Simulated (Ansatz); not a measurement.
# Br2HSb: the cost of one run

The runs use Ansatz 0.2.0, Gaussian basis; revPBE/def2-SVP.

### Step 1. Structure used throughout

An earlier PBE0-D4 in a triple-zeta def2 set relaxation fixed the geometry. Sb takes the def2 core potential; no spin-orbit term is included.

SMILES `[Br][SbH][Br]`, 4 atoms, charge 0, spin multiplicity 1.

Atoms are counted from 1 here; the program's logs count them from 0.

Bond lengths: Br1–Sb2 2.504 Å, Sb2–Br3 2.504 Å, Sb2–H4 1.715 Å. Angles: Br1–Sb2–Br3 100.0°, Br1–Sb2–H4 92.8°, Br3–Sb2–H4 92.8°.

### Step 2. Dynamics

in.yaml

```yaml
crystal:
  periodic: [false, false, false]
  atoms:
    - {symbol: Br, position_ang: [-2.112981, 0.124431, -0.155439]}
    - {symbol: Sb, position_ang: [0.290393, -0.025519, -0.843268]}
    - {symbol: Br, position_ang: [1.162361, -1.545615, 0.945806]}
    - {symbol: H, position_ang: [0.715827, 1.386404, 0.032600]}
basis:
  gaussian: {orbitals: def2-SVP}
hamiltonian: {xc: {name: revPBE}}
md: {timestep: 0.5 fs, n_steps: 30, ensemble: nvt_langevin, temperature: 1500, initial_velocities: maxwell_boltzmann, friction: 0.01, seed: 834}
```

The run is started by

```console
ansatz run in.yaml --threads 2 --pin off --events-out ev --progress --plain --max-ram 4352MiB
```

**Question.** How long does this run take on 2 threads of Arm Neoverse V1, shared host, and how much memory does it need?

About 45 s, with a peak of 0.36 GiB.
